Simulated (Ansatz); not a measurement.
I need a ladder of methods at one geometry of CH4F2Ge, SMILES F[CH](F)[GeH3]. Use the Python package of Ansatz (0.2.0). Level of theory (for the species named): revPBE, def2-SVP basis, multiplicity 1. The script varies functional: revpbe, blyp, r2scan, r2scan0, cam_b3lyp, hf.

```xyz
8

F     1.0302   -0.8128    1.5054
C     0.9401   -0.0483    0.3159
F     1.6711   -0.6850   -0.6561
Ge   -0.8211    0.1030   -0.3034
H     1.3532    0.9640    0.4756
H    -1.7468    0.8277    0.7758
H    -1.4370   -1.3262   -0.5422
H    -0.8976    0.9204   -1.6267
```

Script `methods_ch4f2ge.py`:
```python
"""CH4F2Ge at several levels of theory."""

from dataclasses import dataclass
from pathlib import Path

import ansatz as az
from ase import Atoms
import numpy as np


@dataclass
class Settings:
    basis: str = "def2-SVP"


opts = Settings()


def main() -> None:
    atoms = Atoms(["F", "C", "F", "Ge", "H", "H", "H", "H"], positions=[
        (1.0302, -0.8128, 1.5054),
        (0.9401, -0.0483, 0.3159),
        (1.6711, -0.685, -0.6561),
        (-0.8211, 0.103, -0.3034),
        (1.3532, 0.964, 0.4756),
        (-1.7468, 0.8277, 0.7758),
        (-1.437, -1.3262, -0.5422),
        (-0.8976, 0.9204, -1.6267),
    ])
    system = az.Crystal.molecule_from_ase(atoms)

    model = system.calculation().basis(gaussian=opts.basis)

    print("functional    E (Ha)        dipole (D)   HOMO (eV)  LUMO (eV)")
    for name in ["revpbe", "blyp", "r2scan", "r2scan0", "cam_b3lyp", "hf"]:
        r = model.functional(name).forces().orbitals().run(threads=1, runs_dir="runs").report
        lines = Path(r["orbitals_path"]).read_text().splitlines()
        field_of = lambda key: [line.split("=")[1].strip() for line in lines if line.startswith(key)]
        orbitals = [(27.211386 * float(e), s, float(n)) for e, s, n in zip(field_of("Ene="), field_of("Spin="), field_of("Occup="))]
        homo = max(e for e, _, n in orbitals if n > 0.5)
        lumo = min(e for e, _, n in orbitals if n < 0.5)
        dipole = 4.803205 * np.linalg.norm(r["charge_distribution"]["dipole_moment_e_ang"])
        print(f"{name:10s} {r['free_energy_ev'] / 27.211386246:14.6f} {dipole:9.3f} {homo:11.3f} {lumo:10.3f}")


if __name__ == "__main__":
    main()
```

Output of `python methods_ch4f2ge.py`:
```text
functional    E (Ha)        dipole (D)   HOMO (eV)  LUMO (eV)
revpbe       -2316.477802     1.499      -7.130      0.114
blyp         -2316.726630     1.497      -7.060      0.153
r2scan       -2316.602339     1.700      -7.607      0.287
r2scan0      -2316.550474     1.878      -9.126      1.101
cam_b3lyp    -2316.767422     1.796     -10.237      1.960
hf           -2313.944325     2.232     -12.776      3.888
```

Reading the output:
- Total energies depend on the basis set; only differences at equal settings carry meaning.
- The geometry is a force-field or estimated start, not a minimum of this method, and the basis set is short of its limit. A lower total doesn't mark the better method: functionals have no common bound, and MP2 and coupled cluster aren't variational.
- Levels such as HOMO and LUMO are orbital energies: with these approximate functionals they aren't the ionisation energy and electron affinity, and their gap isn't the fundamental gap.
- Wall time of the script: 24 s on 1 thread of Arm Neoverse V1 (shared host), peak memory 0.3 GiB.
